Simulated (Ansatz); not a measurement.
# LaRe (CsCl type): other levels of theory at one geometry

The task here is to estimate one member of a computed series from the others.

Program: Ansatz 0.2.0. Level of theory: DFT at several levels, plane waves, PAW. These are calculated values, not measurements.

1 further run of the same task is left out (it didn't finish). Runs told in other sessions of the task aren't counted.

**The structure to begin with**

Symmetry: Pm-3m, No. 221, cubic system. Conventional cell: a = 3.584 Å, b = 3.584 Å, c = 3.584 Å, α = 90.00°, β = 90.00°, γ = 90.00°. La (site symmetry m-3m) is surrounded by 8 Re at 3.10 Å. Re (site symmetry m-3m) is surrounded by 8 La at 3.10 Å.

Coordinates:

```cif
data_structure
_symmetry_space_group_name_H-M 'P 1'
_symmetry_Int_Tables_number 1
_cell_length_a 3.5836
_cell_length_b 3.5836
_cell_length_c 3.5836
_cell_angle_alpha 90.000
_cell_angle_beta 90.000
_cell_angle_gamma 90.000
_cell_volume 46.02
loop_
_atom_site_label
_atom_site_type_symbol
_atom_site_fract_x
_atom_site_fract_y
_atom_site_fract_z
_atom_site_occupancy
La1 La 0.00000 0.00000 0.00000 1
Re1 Re 0.50000 0.50000 0.50000 1
```

This cell comes from an earlier session at PBE: 23.010 Å³/atom at 0.03 GPa, on a 10×10×10 mesh, no gap.

Levels to run: PBE+SOC; r²SCAN; PBEsol; LDA. Hardware: 2 threads of Arm Neoverse V2, shared host.

Set-up of the first run:

input.yaml reads:

```yaml
crystal:
  lattice:
    - [3.5835543759, 0.0, 0.0]
    - [0.0, 3.5835543759, 0.0]
    - [0.0, 0.0, 3.5835543759]
  atoms:
    - { symbol: La, position: [0.0, 0.0, 0.0] }
    - { symbol: Re, position: [0.5, 0.5, 0.5] }
basis:
  ecutwfc: 420
  ecutrho_ratio: 4
kpoints:
  mp_grid: { grid: [10, 10, 10] }
hamiltonian:
  xc: pbe
scf:
  occupations: { method: gaussian, width: 0.05 }
output:
  forces: true
  stress: true
  eigenvalues: true
  populations: true
  hubbard: { sites: [{ species: La, l: f }] }
  dos: { projected: true, de: 0.02 }
  write_density: true
  write_potential: true
  elf: true
  volumetric_format: npy
magnetization:
  noncollinear: true
  spin_orbit: true
```

On the command line:

```sh
ansatz run input.yaml --threads 2 --pin off --max-ram 2662MiB --backend cpu --events-out ev --progress --plain --runs-dir out
```

Steps of the session up to this table: PBE+SOC; r²SCAN; PBEsol; LDA.

One table of the session follows, with a row left open; its other results are not shown here.

```
  level  pressure (GPa)
    PBE             0.0
    LDA               ?
 PBEsol            -4.9
PBE+SOC             1.3
 r²SCAN            -0.8
```

**Question.** Estimate the row for LDA.

As computed: pressure (GPa): -7.3. In the column «pressure (GPa)» it is the lowest.

The pressure runs from -7.3 GPa (LDA) to 1.3 GPa (PBE+SOC); a negative pressure means that level wants a smaller cell, a positive one a larger cell. Total energies of different levels have different zeros and can't be compared.
